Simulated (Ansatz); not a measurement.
NaLaMnMoO6:

```
Na La Mn Mo O
1.0
    -2.72294    2.72294    3.89889
     2.72294   -2.72294    3.89889
     2.72294    2.72294   -3.89889
Na La Mn Mo O
1 1 1 1 6
Direct
  0.25000 0.75000 0.50000
  0.75000 0.25000 0.50000
  0.50000 0.50000 0.00000
  0.00000 0.00000 0.00000
  0.20766 0.29607 0.50371
  0.29605 0.79234 0.08841
  0.79236 0.70395 0.49629
  0.70393 0.20764 0.91159
  0.25194 0.25194 0.00000
  0.74806 0.74806 0.00000
```

The cell was built by a generator and needn't be a form met in nature.

Base run:

```yaml
Program: Ansatz 0.2.0
Functional: RPBE
Potentials_or_basis: all-electron LAPW, scalar-relativistic
Cutoff: 404 eV
Density_cutoff: 1616 eV
Basis_error_allowed: 0.002 eV/atom
k_mesh: 5 × 5 × 5
Occupations: fermi-dirac, width 0.05 eV
Spin: collinear spin, ferromagnetic start
Starting_moments: "[0.0, 0.0, 4.0, 1.0, 0.0, 0.0, 0.0, 0.0, 0.0, 0.0] μB"
```

Its results: pressure 5.4 GPa; net moment 2.23 μB per cell; site moments Na +0.00; La -0.01; Mn +2.62; Mo -0.46; O +0.02, +0.01 μB; largest force 0.181 eV/Å.

Question: After a change of settings the same cell gave: pressure 4.1 GPa; net moment 2.20 μB per cell; site moments Na +0.00; La -0.01; Mn +2.58; Mo -0.46; O +0.02, +0.01 μB; largest force 0.163 eV/Å. Which change was it?
A. functional from RPBE to PBE
B. functional from RPBE to BLYP
C. functional from RPBE to revPBE
D. functional from RPBE to PBEsol

Answer: C.

Caveats: the k mesh is thin for a metal, which can move the energy by tens of meV per atom; a cell with one magnetic atom can't hold antiferromagnetic order, which such compounds often take.

Not every run made on this cell is shown here.
